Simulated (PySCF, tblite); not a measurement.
# C8H9FN2: geometry, infrared bands and NMR shifts

Aim: predict the infrared bands and NMR shifts of C8H9FN2 (`Cc1cc(F)c(C2CC2)nn1`).

Programs: tblite 0.8.0 and PySCF 2.14.0, with density-fitted response routines of our own. Each step states its level of theory. These are calculated values for one molecule in the gas phase, unless marked as measured. Atoms are numbered from 0 throughout.

## Step 1: The starting structure

20 atoms, charge 0, multiplicity 1; geometry from: force field or distance geometry start.

Bonds of the start (Å): C0–C1 1.51, C1–C2 1.38, C2–C3 1.40, C3–F4 1.35, C3–C5 1.39, C5–C6 1.50, C6–C7 1.51, C7–C8 1.51, C5–N9 1.35, N9–N10 1.38, N10–C1 1.34, C8–C6 1.51, C0–H11 1.09, C0–H12 1.09, C0–H13 1.09, C2–H14 1.07, C6–H15 1.10, C7–H16 1.09, C7–H17 1.08, C8–H18 1.09, C8–H19 1.08.

## Step 2: Relaxing the molecule with GFN2-xTB

The job: settings as JSON, then the geometry in Å.

```
{"job": {"kind": "relax", "xc": "GFN2-xTB", "basis": "xTB"}, "charge": 0, "multiplicity": 1}
C      3.684200    -0.166700    -0.494900
C      2.202800    -0.086800    -0.230400
C      1.459100    -1.239300    -0.068700
C      0.092700    -1.084500     0.171400
F     -0.653900    -2.198900     0.340500
C     -0.496100     0.165100     0.273800
C     -1.961600     0.342200     0.559000
C     -2.749700     1.419800    -0.139700
C     -2.981800    -0.028400    -0.487300
N      0.290800     1.256000     0.135200
N      1.642300     1.127600    -0.122600
H      3.856800    -0.701900    -1.429100
H      4.101200     0.840000    -0.573800
H      4.191900    -0.683100     0.319800
H      1.883600    -2.215100    -0.143700
H     -2.249700     0.148700     1.607200
H     -3.517100     1.938100     0.428400
H     -2.252400     2.033900    -0.873700
H     -3.909400    -0.484600    -0.149200
H     -2.638900    -0.371400    -1.450500
```

Launch:

```console
$ OMP_NUM_THREADS=1 python probes_run.py task.json out
```

One launch serves the whole session: the jobs run in the order shown.

**Question.** This job is followed by: GFN2-xTB harmonic vibrations, gas phase; GIAO PBE0/pcSseg-1 NMR shielding, non-relativistic, gas phase. Predict these results of the whole session: strongest single infrared mode (GFN2-xTB); zero-point energy (GFN2-xTB); 13C shifts against TMS (PBE0/pcSseg-1, means over atoms taken as alike); 1H shifts against TMS (PBE0/pcSseg-1, means over atoms taken as alike); 19F shifts against CFCl3 (PBE0/pcSseg-1); 15N shifts against NH3 (PBE0/pcSseg-1); surface potential, 1st and 99th percentile.

As calculated:

| quantity | value |
| --- | --- |
| strongest single infrared mode (GFN2-xTB) | 1433 cm⁻¹, 147 km/mol |
| zero-point energy (GFN2-xTB) | 96.7 kcal/mol |
| 13C shifts against TMS (PBE0/pcSseg-1, means over atoms taken as alike) | 171.1, 160.6, 159.7, 115.2, 24.7, 15.9, 11.7 ppm |
| 1H shifts against TMS (PBE0/pcSseg-1, means over atoms taken as alike) | 7.02, 2.92, 2.41, 1.58, 1.21 ppm |
| 19F shifts against CFCl3 (PBE0/pcSseg-1) | -135.5 ppm |
| 15N shifts against NH3 (PBE0/pcSseg-1) | 452.8, 442.9 ppm |
| surface potential, 1st and 99th percentile | -1.82 V and 1.27 V |

In words: The optimisation took 140 steps and gained 0.442 eV; among the close pairs (by a distance rule), N9–N10 changed most, from 1.382 to 1.296 Å. No mode is imaginary among the 54: a minimum at this level. The strongest single mode, at 1433 cm⁻¹, is spread over many atoms; the largest shares are those of C5, C1. GFN2-xTB is a fitted tight-binding method: band positions and strengths are rough. Its intensities can rank the bands wrongly. NICS(1)zz of -25 ppm above the planar ring from C1 marks a diatropic (aromatic) ring current. By nearest atom (PBE0/pcSseg-1), the HOMO sits on N9, N10 about 38 % each; C1, C5 about 7 % each and the LUMO on N9 26 %; C2 22 %.
